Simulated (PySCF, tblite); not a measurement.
# C₆H₁₁N₃Si: geometry, infrared bands and NMR shifts

Aim: predict the infrared bands and NMR shifts of C₆H₁₁N₃Si (`C[Si](C)(C)c1cnncn1`).

Computed with tblite 0.8.0 and PySCF 2.14.0, with density-fitted response routines of our own, on a single molecule in the gas phase. Atoms count from 0, in the outputs and in this text.

## 1. The molecule as given

21 atoms, charge 0, multiplicity 1; geometry from: force field or distance geometry start.

Bonds of the start (Å): C0–Si1 1.89, Si1–C2 1.87, Si1–C3 1.88, Si1–C4 1.88, C4–C5 1.38, C5–N6 1.35, N6–N7 1.36, N7–C8 1.34, C8–N9 1.35, N9–C4 1.35, C0–H10 1.09, C0–H11 1.11, C0–H12 1.09, C2–H13 1.10, C2–H14 1.08, C2–H15 1.11, C3–H16 1.09, C3–H17 1.08, C3–H18 1.10, C5–H19 1.08, C8–H20 1.08.

## 2. Geometry optimisation with GFN2-xTB

What the job is given:

```
{"job": {"kind": "relax", "xc": "GFN2-xTB", "basis": "xTB"}, "charge": 0, "multiplicity": 1}
C     -1.502400    -0.556600     1.612200
Si    -0.802700     0.140100     0.006100
C     -1.599200    -0.732700    -1.440300
C     -1.166300     1.982000    -0.086400
C      1.048000    -0.180600    -0.017600
C      1.582800    -1.451000     0.028100
N      2.921800    -1.638600    -0.004500
N      3.732700    -0.553300    -0.084300
C      3.164700     0.660900    -0.139500
N      1.835100     0.914500    -0.108500
H     -1.050200    -0.077100     2.479200
H     -2.593200    -0.379000     1.660900
H     -1.344200    -1.630700     1.691800
H     -1.198300    -0.355300    -2.390700
H     -1.440600    -1.800100    -1.397400
H     -2.691000    -0.552500    -1.428900
H     -2.243800     2.154900    -0.050400
H     -0.771600     2.397100    -1.003900
H     -0.714400     2.507200     0.772200
H      0.997700    -2.350300     0.107600
H      3.826200     1.518100    -0.206200
```

Command:

```bash
$ OMP_NUM_THREADS=1 python probes_run.py task.json out
```

This one command runs all jobs of the session in turn.

**Question.** This job is followed by: GFN2-xTB harmonic vibrations, gas phase; GIAO PBE0/pcSseg-1 NMR shielding, non-relativistic, gas phase. What will the session give for the following? strongest single infrared mode (GFN2-xTB); zero-point energy (GFN2-xTB); 13C shifts against TMS (PBE0/pcSseg-1, means over atoms taken as alike); 1H shifts against TMS (PBE0/pcSseg-1, means over atoms taken as alike); 29Si shifts against TMS (PBE0/pcSseg-1); 15N shifts against NH3 (PBE0/pcSseg-1).

**Answer**, as computed:

| quantity | value |
| --- | --- |
| strongest single infrared mode (GFN2-xTB) | 873 cm⁻¹, 256 km/mol |
| zero-point energy (GFN2-xTB) | 101.8 kcal/mol |
| 13C shifts against TMS (PBE0/pcSseg-1, means over atoms taken as alike) | 173.7, 163.1, 161.6, -1.4 ppm |
| 1H shifts against TMS (PBE0/pcSseg-1, means over atoms taken as alike) | 9.99, 9.70, 0.39 ppm |
| 29Si shifts against TMS (PBE0/pcSseg-1) | -2.6 ppm |
| 15N shifts against NH3 (PBE0/pcSseg-1) | 481.1, 432.9, 348.9 ppm |

**Reading.** Relaxing lowered the energy by 0.263 eV in 29 steps; the close pair that moved most is N6–N7, from 1.357 to 1.306 Å. All 57 modes are real, so the xTB geometry is a minimum. The strongest single mode, at 873 cm⁻¹, has its largest shares on H16, Si1, H11 and H15 (the list is cut at 4 atoms). Unscaled tight-binding wavenumbers are off by several per cent, some by more. Its intensities can rank the bands wrongly. At PBE0/pcSseg-1: The widest tensor belongs to N6: span 933 ppm, with a paramagnetic part of -533 ppm. NICS(1)zz of -26 ppm above the planar ring from C4 marks a diatropic (aromatic) ring current.
